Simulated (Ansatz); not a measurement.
**CH5InO2: a ladder of functionals and wavefunction methods**

The task here is to estimate one member of a computed series from the others.

Method: functionals in def2-TZVPP, the program's frozen cores in correlated methods; program: Ansatz 0.2.0, Gaussian basis.

The runs, in order: LDA (SPW92), PBE-D4, revPBE-D4, BLYP-D4, r2SCAN-D4, B97M-V, PBE0-D4, B3LYP-D4, r2SCANh-D4, r2SCAN0-D4, HSE06-D4, BHLYP-D4, CAM-B3LYP-D4, LC-ωPBE, ωB97X-V, ωB97M-V, B2PLYP, PBE-QIDH; CCSD(T)/def2-SVP; CCSD(T)/def2-TZVPP; MP2/def2-QZVPP; extrapolation to the limit; RPA on PBE.

## The geometry

The geometry comes from an earlier relaxation with PBE0-D4 in a triple-zeta def2 set; it is a stationary point, not always the lowest conformer. In takes the def2 core potential; no spin-orbit term is included.

SMILES `O[CH2][InH][OH]`, 9 atoms, charge 0, spin multiplicity 1.

Atoms are counted from 1 here; the program's logs count them from 0.

Bond lengths: O1–C2 1.403 Å, O1–H5 0.969 Å, C2–In3 2.160 Å, C2–H6 1.093 Å, C2–H7 1.099 Å, In3–O4 2.019 Å, In3–H8 1.705 Å, O4–H9 0.957 Å. Angles: C2–O1–H5 109.0°, O1–C2–In3 108.1°, O1–C2–H6 109.4°, O1–C2–H7 112.1°, In3–C2–H6 111.5°, In3–C2–H7 108.4°, H6–C2–H7 107.4°, C2–In3–O4 91.8°, C2–In3–H8 152.3°, O4–In3–H8 115.9°, In3–O4–H9 120.2°.

Set-up of the first run:

in.yaml reads:

```yaml
crystal:
  periodic: [false, false, false]
  atoms:
    - {symbol: O, position_ang: [0.932213, 1.390926, -0.422271]}
    - {symbol: C, position_ang: [0.052817, 1.139391, 0.641814]}
    - {symbol: In, position_ang: [-0.496954, -0.948973, 0.578436]}
    - {symbol: O, position_ang: [0.114427, -1.116949, -1.338526]}
    - {symbol: H, position_ang: [0.796306, 0.721106, -1.108901]}
    - {symbol: H, position_ang: [0.542105, 1.395570, 1.584556]}
    - {symbol: H, position_ang: [-0.863273, 1.742037, 0.572830]}
    - {symbol: H, position_ang: [-1.147453, -2.361577, 1.278095]}
    - {symbol: H, position_ang: [0.069811, -1.961530, -1.786033]}
basis:
  gaussian: {orbitals: def2-TZVPP}
hamiltonian: {xc: lda}
output: {orbitals: {seedname: orbitals}}
```

The run is started by

```bash
$ ansatz run in.yaml --threads 4 --pin off --events-out ev --progress --plain --max-ram 10444MiB
```

Steps of the session up to this table: LDA; PBE-D4 (GGA); revPBE-D4 (GGA); BLYP-D4 (GGA); r2SCAN-D4 (meta-GGA); B97M-V (meta-GGA); PBE0-D4 (hybrid); B3LYP-D4 (hybrid); r2SCANh-D4 (hybrid); r2SCAN0-D4 (hybrid); HSE06-D4 (hybrid); BHLYP-D4 (hybrid); CAM-B3LYP-D4 (range-separated); LC-ωPBE (range-separated); ωB97X-V (range-separated); ωB97M-V (range-separated); B2PLYP (double hybrid); PBE-QIDH (double hybrid).

One table of the session follows, with a row left open; its other results are not shown here.

It belongs to the step «Orbital energies across the functionals». 

| functional | HOMO (eV) | LUMO (eV) | gap (eV) |
| --- | --- | --- | --- |
| LDA (SPW92) | -5.85 | -2.31 | 3.54 |
| PBE-D4 | -5.68 | -2.05 | 3.64 |
| revPBE-D4 | -5.62 | -1.93 | 3.69 |
| BLYP-D4 | -5.60 | -2.04 | 3.57 |
| r2SCAN-D4 | -5.95 | -1.78 | 4.17 |
| B97M-V | -6.02 | -2.06 | 3.96 |
| PBE0-D4 | -7.02 | -1.36 | 5.67 |
| B3LYP-D4 | -6.83 | -1.65 | 5.18 |
| r2SCANh-D4 | -6.46 | -1.54 | 4.91 |
| r2SCAN0-D4 | -7.20 | -1.20 | 6.01 |
| HSE06-D4 | -6.63 | -1.71 | 4.91 |
| BHLYP-D4 | -8.23 | -0.78 | 7.45 |
| CAM-B3LYP-D4 | -8.38 | -0.61 | 7.77 |
| LC-ωPBE | ? | ? | ? |
| ωB97X-V | -9.32 | 0.36 | 9.69 |
| ωB97M-V | -9.24 | 0.05 | 9.29 |

**Question.** Estimate the row for LC-ωPBE.

The run gave: HOMO (eV): -9.65; LUMO (eV): 0.49; gap (eV): 10.13. In the column «HOMO (eV)» it is the lowest.
